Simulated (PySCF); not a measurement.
# GaS: bond curves at several levels of theory, part 2 of 2

PySCF 2.14.0; Ga def2-TZVPP, S def2-TZVPP; no relativity. Earlier steps stand in the parts before.

## Step 13: UHF

The SCF at the reference distance, 2.077 Å, printed:

```text
******** <class 'pyscf.scf.uhf_symm.SymAdaptedUHF'> ********
method = SymAdaptedUHF
[... 11 set-up lines left out, the same as in an earlier log ...]
max_memory 2100 MB (current use 886 MB)
[... 1 set-up line left out, the same as in an earlier log ...]
Overwritten attributes  get_jk get_k get_hcore get_occ get_j  of <class 'pyscf.scf.uhf_symm.SymAdaptedUHF'>
<class 'pyscf.scf.uhf_symm.SymAdaptedUHF'> does not have attributes  refdm
[... 1 set-up line left out, the same as in an earlier log ...]
init E= -2320.77812451062
cycle= 1 E= -2320.79689191064  delta_E= -0.0188  |g|= 0.104  |ddm|= 0.188
cycle= 2 E= -2320.79842593161  delta_E= -0.00153  |g|= 0.0664  |ddm|= 0.0974
cycle= 3 E= -2320.79914459887  delta_E= -0.000719  |g|= 0.0107  |ddm|= 0.0288
cycle= 4 E= -2320.79925059765  delta_E= -0.000106  |g|= 0.00316  |ddm|= 0.0187
cycle= 5 E= -2320.79926618006  delta_E= -1.56e-05  |g|= 0.00139  |ddm|= 0.00623
cycle= 6 E= -2320.79927116724  delta_E= -4.99e-06  |g|= 0.000584  |ddm|= 0.00395
cycle= 7 E= -2320.79927234237  delta_E= -1.18e-06  |g|= 0.000398  |ddm|= 0.00142
cycle= 8 E= -2320.7992732097  delta_E= -8.67e-07  |g|= 0.000224  |ddm|= 0.00159
cycle= 9 E= -2320.79927356151  delta_E= -3.52e-07  |g|= 6.11e-05  |ddm|= 0.00157
cycle= 10 E= -2320.79927357843  delta_E= -1.69e-08  |g|= 2.66e-05  |ddm|= 0.000276
cycle= 11 E= -2320.79927358268  delta_E= -4.25e-09  |g|= 1.63e-05  |ddm|= 0.000123
cycle= 12 E= -2320.79927358505  delta_E= -2.37e-09  |g|= 7.3e-06  |ddm|= 0.000127
cycle= 13 E= -2320.7992735856  delta_E= -5.48e-10  |g|= 2.69e-06  |ddm|= 7.31e-05
Extra cycle  E= -2320.79927358562  delta_E= -2.36e-11  |g|= 1.94e-06  |ddm|= 5.6e-06
converged SCF energy = -2320.79927358562  <S^2> = 0.7843693  2S+1 = 2.034079
```

Re = 2.093 Å, ωe = 401 cm⁻¹, Be = 0.1762 cm⁻¹, De = 2.01 eV, μ = -4.20 D.

## Step 14: Correlated methods on the Hartree–Fock reference

Reference: UHF; core orbitals frozen: 14.

Log of the coupled-cluster run at 2.077 Å:

```text
******** <class 'pyscf.cc.uccsd.UCCSD'> ********
CC2 = 0
CCSD nocc = (np.int64(10), np.int64(9)), nmo = (76, 76)
frozen orbitals [[0, 1, 2, 3, 4, 5, 6, 7, 8, 9, 10, 11, 12, 13], [0, 1, 2, 3, 4, 5, 6, 7, 8, 9, 10, 11, 12, 13]]
max_cycle = 80
direct = 0
conv_tol = 1e-07
conv_tol_normt = 1e-05
diis_space = 8
diis_start_cycle = 0
diis_start_energy_diff = 1e+09
max_memory 2100 MB (current use 1064 MB)
Init t2, MP2 energy = -0.358484012985992
Init E_corr(UCCSD) = -0.358484012993083
cycle = 1  E_corr(UCCSD) = -0.352088810289822  dE = 0.0063952027  norm(t1,t2) = 0.109048
cycle = 2  E_corr(UCCSD) = -0.367762386346663  dE = -0.0156735761  norm(t1,t2) = 0.0370136
cycle = 3  E_corr(UCCSD) = -0.366985267310838  dE = 0.000777119036  norm(t1,t2) = 0.0251208
cycle = 4  E_corr(UCCSD) = -0.369396886678104  dE = -0.00241161937  norm(t1,t2) = 0.0122368
cycle = 5  E_corr(UCCSD) = -0.36964316979458  dE = -0.000246283116  norm(t1,t2) = 0.0036811
cycle = 6  E_corr(UCCSD) = -0.369345175232534  dE = 0.000297994562  norm(t1,t2) = 0.00171054
cycle = 7  E_corr(UCCSD) = -0.369364917208278  dE = -1.97419757e-05  norm(t1,t2) = 0.000780309
cycle = 8  E_corr(UCCSD) = -0.369386998150409  dE = -2.20809421e-05  norm(t1,t2) = 0.000355591
cycle = 9  E_corr(UCCSD) = -0.369376112529747  dE = 1.08856207e-05  norm(t1,t2) = 0.000162964
cycle = 10  E_corr(UCCSD) = -0.369375395737479  dE = 7.16792268e-07  norm(t1,t2) = 5.45961e-05
cycle = 11  E_corr(UCCSD) = -0.369376662125658  dE = -1.26638818e-06  norm(t1,t2) = 2.19245e-05
cycle = 12  E_corr(UCCSD) = -0.369376536353279  dE = 1.25772378e-07  norm(t1,t2) = 7.5269e-06
cycle = 13  E_corr(UCCSD) = -0.369376476766269  dE = 5.95870108e-08  norm(t1,t2) = 2.435e-06
UCCSD converged
E(UCCSD) = -2321.168650062386  E_corr = -0.3693764767662687
UCCSD(T) correction = -0.0210558905016663
```

Correlation energy (eV) along the bond:

```csv
R (Å),MP2,SCS-MP2,CCSD,CCSD(T),T1
1.786,-9.888,-9.270,n/a,n/a,n/a
1.869,-9.863,-9.264,-10.057,-10.617,0.020
1.952,-9.839,-9.259,-10.058,-10.627,0.020
2.015,-9.808,-9.244,-10.058,-10.631,0.021
2.077,-9.755,-9.210,-10.051,-10.624,0.022
2.139,-9.679,-9.156,-10.035,-10.604,0.024
2.222,-9.563,-9.070,-9.995,-10.556,0.026
2.326,-9.426,-8.969,-9.930,-10.478,0.027
2.451,-9.295,-8.872,-9.849,-10.380,0.027
2.617,-9.170,-8.780,n/a,n/a,n/a
```

UHF-MP2: No constants are quoted: the points don't follow one smooth fit.

UHF-SCS-MP2: No constants are quoted: the points don't follow one smooth fit.

UHF-CCSD: Re = 2.079 Å, ωe = 460 cm⁻¹, ωexe = 2.38 cm⁻¹, αe = 0.00112 cm⁻¹, Be = 0.1785 cm⁻¹, De = 3.33 eV.

UHF-CCSD(T): Re = 2.077 Å, ωe = 474 cm⁻¹, ωexe = 2.58 cm⁻¹, αe = 0.00108 cm⁻¹, Be = 0.1789 cm⁻¹, De = 3.57 eV.

## Step 15: All curves

Energy (eV) from each level's lowest point:

```csv
R (Å),UHF,UHF-MP2,UHF-SCS-MP2,UHF-CCSD,UHF-CCSD(T),PBE,revPBE,r²SCAN,PBE0,r²SCAN0,B97-3,M06,HSE06
1.786,1.265,1.139,1.205,n/a,n/a,1.274,1.328,1.135,1.186,1.103,1.317,1.273,1.194
1.869,0.556,0.455,0.502,0.550,0.563,0.576,0.611,0.475,0.511,0.452,0.599,0.578,0.518
1.952,0.178,0.101,0.129,0.172,0.175,0.190,0.210,0.130,0.151,0.117,0.200,0.195,0.156
2.015,0.046,0.000,0.012,0.040,0.039,0.049,0.058,0.019,0.030,0.013,0.053,0.053,0.033
2.077,0.000,0.007,0.000,0.000,0.000,0.000,0.000,0.000,0.000,0.000,0.000,0.000,0.000
2.139,0.011,0.093,0.065,0.027,0.031,0.020,0.012,0.048,0.037,0.052,0.017,0.010,0.034
2.222,0.080,0.279,0.220,0.136,0.148,0.121,0.102,0.182,0.156,0.188,0.115,0.089,0.149
2.326,0.220,0.556,0.461,0.340,0.366,0.321,0.291,0.415,0.373,0.420,0.311,0.251,0.359
2.451,0.434,0.901,0.772,0.636,0.678,0.614,0.572,0.737,0.678,0.737,0.598,0.493,0.656
2.617,0.759,1.351,1.189,n/a,n/a,1.022,0.965,1.176,1.098,1.173,0.996,0.843,1.066
```

The whole job (state search and all levels along the bond) took 14 min on 1 thread of Intel Xeon Platinum 8259CL @ 2.50GHz (shared host), peak memory 2.7 GiB.

## Step 16: Results

What follows sums up all 2 parts.

Lowest PBE0 solution found, without spin–orbit coupling: ²Σ⁺ (doublet), unpaired electrons σ ↑. State 2 has its PBE0 minimum 0.31 eV higher. State 3 has its PBE0 minimum 3.03 eV higher. The other levels ran on the lowest alone.

```csv
level,Re (Å),ωe (cm⁻¹),De (eV),μ (D)
UHF,2.093,401,2.01,-4.20
UHF-CCSD,2.079,460,3.33,n/a
UHF-CCSD(T),2.077,474,3.57,n/a
PBE,2.087,456,3.96,-3.06
revPBE,2.096,449,3.74,-3.13
r²SCAN,2.061,481,3.94,-3.22
PBE0,2.070,469,3.74,-3.39
r²SCAN0,2.056,482,3.71,-3.48
B97-3,2.090,456,3.76,-3.49
M06,2.096,425,3.73,-3.14
HSE06,2.073,464,3.72,-3.34
```

De is counted to Ga + S in their ground configurations. A positive dipole means Ga(−)S(+). No constants: UHF-MP2 (the points don't follow one smooth fit); UHF-SCS-MP2 (the points don't follow one smooth fit).

Differences from CCSD(T) in the same basis:

```csv
level,Re (mÅ),ωe (%)
UHF,+16,-15.5
UHF-CCSD,+2,-3.1
PBE,+10,-3.9
revPBE,+18,-5.3
r²SCAN,-16,+1.4
PBE0,-7,-1.2
r²SCAN0,-21,+1.6
B97-3,+13,-3.8
M06,+19,-10.4
HSE06,-4,-2.2
```

Time per point (s) on 1 thread of Intel Xeon Platinum 8259CL at 2.50GHz, shared host (CPU time, shared integrals of 1.2 s apart; correlated levels include their reference; CCSD comes with the CCSD(T) run); the times are rough: UHF 1.5, PBE 1.3, revPBE 0.86, r²SCAN 1.7, PBE0 3.1, r²SCAN0 2.7, B97-3 1.7, M06 2.4, HSE06 3.4; the reference 65.

The cheapest levels within 10 mÅ and 2.5 % of CCSD(T): PBE0 (3.1 s), HSE06 (3.4 s). The dearest run takes 65 s.

In words: Against CCSD(T) in the same basis, the bond length is nearest at UHF-CCSD (+2 mÅ) and farthest at r²SCAN0 (-21 mÅ); the wavenumber is nearest at PBE0 (-1.2 %) and farthest at UHF (-15.5 %). Of the levels with a De here, UHF gives the least (2.01 eV) and PBE the most (3.96 eV).

Correlated steps freeze 14 core orbitals.
